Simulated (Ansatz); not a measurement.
# C2H8AlNO: the cost of one run

Method: RKS CAM-B3LYP-D4/6-31G, in Ansatz 0.2.0.

## 1. The structure to begin with

Bond lengths: C1–O2 1.426 Å, O2–C3 1.387 Å, C3–N4 1.495 Å, C3–Al5 2.003 Å, C1–H6 1.106 Å, C1–H7 1.065 Å, C1–H8 1.123 Å, C3–H9 1.120 Å, N4–H10 0.975 Å, N4–H11 1.056 Å, Al5–H12 1.612 Å, Al5–H13 1.547 Å. Angles (14 of 19 angles, heavy atoms first): C1–O2–C3 108.0°, O2–C3–N4 114.4°, O2–C3–Al5 108.0°, N4–C3–Al5 106.7°, O2–C1–H6 110.0°, O2–C1–H7 112.1°, O2–C1–H8 103.7°, O2–C3–H9 115.8°, N4–C3–H9 109.1°, Al5–C3–H9 101.7°, C3–N4–H10 110.6°, C3–N4–H11 102.8°, C3–Al5–H12 117.8°, C3–Al5–H13 119.3°.

As a file:

```xyz
13

C    -1.4779   -1.2200   -0.5421
O    -1.1062    0.0059    0.0843
C     0.2778    0.0890    0.0781
N     0.8386    0.9662   -0.9951
Al    0.8575    0.8767    1.8258
H    -1.1272   -1.2308   -1.5911
H    -1.2050   -2.0672    0.0422
H    -2.5951   -1.1476   -0.6266
H     0.8257   -0.8881    0.0772
H     1.8128    0.9418   -0.9834
H     0.4472    0.5360   -1.8768
H     0.1103    2.2110    2.3347
H     2.3620    0.8924    2.1876
```

## 2. Relaxing the start

File input.yaml:

```yaml
crystal:
  periodic: [false, false, false]
  atoms:
    - { symbol: C, position_ang: [-1.4779, -1.22, -0.5421] }
    - { symbol: O, position_ang: [-1.1062, 0.0059, 0.0843] }
    - { symbol: C, position_ang: [0.2778, 0.089, 0.0781] }
    - { symbol: "N", position_ang: [0.8386, 0.9662, -0.9951] }
    - { symbol: Al, position_ang: [0.8575, 0.8767, 1.8258] }
    - { symbol: H, position_ang: [-1.1272, -1.2308, -1.5911] }
    - { symbol: H, position_ang: [-1.205, -2.0672, 0.0422] }
    - { symbol: H, position_ang: [-2.5951, -1.1476, -0.6266] }
    - { symbol: H, position_ang: [0.8257, -0.8881, 0.0772] }
    - { symbol: H, position_ang: [1.8128, 0.9418, -0.9834] }
    - { symbol: H, position_ang: [0.4472, 0.536, -1.8768] }
    - { symbol: H, position_ang: [0.1103, 2.211, 2.3347] }
    - { symbol: H, position_ang: [2.362, 0.8924, 2.1876] }
basis:
  gaussian: { orbitals: "6-31G" }
hamiltonian:
  xc: cam_b3lyp
  dispersion: d4
relax:
  f_tol: 0.02
  max_steps: 40
scf:
  lower_state_search: "off"
```

Run with:

```console
> ansatz run input.yaml --threads 1 --pin off --max-ram 2048MiB --backend cpu --events-out ev --progress --plain --runs-dir out
```

What time and memory should one allow on 1 thread of Arm Neoverse V2, shared host?

About 57 s, with a peak of 0.16 GiB.
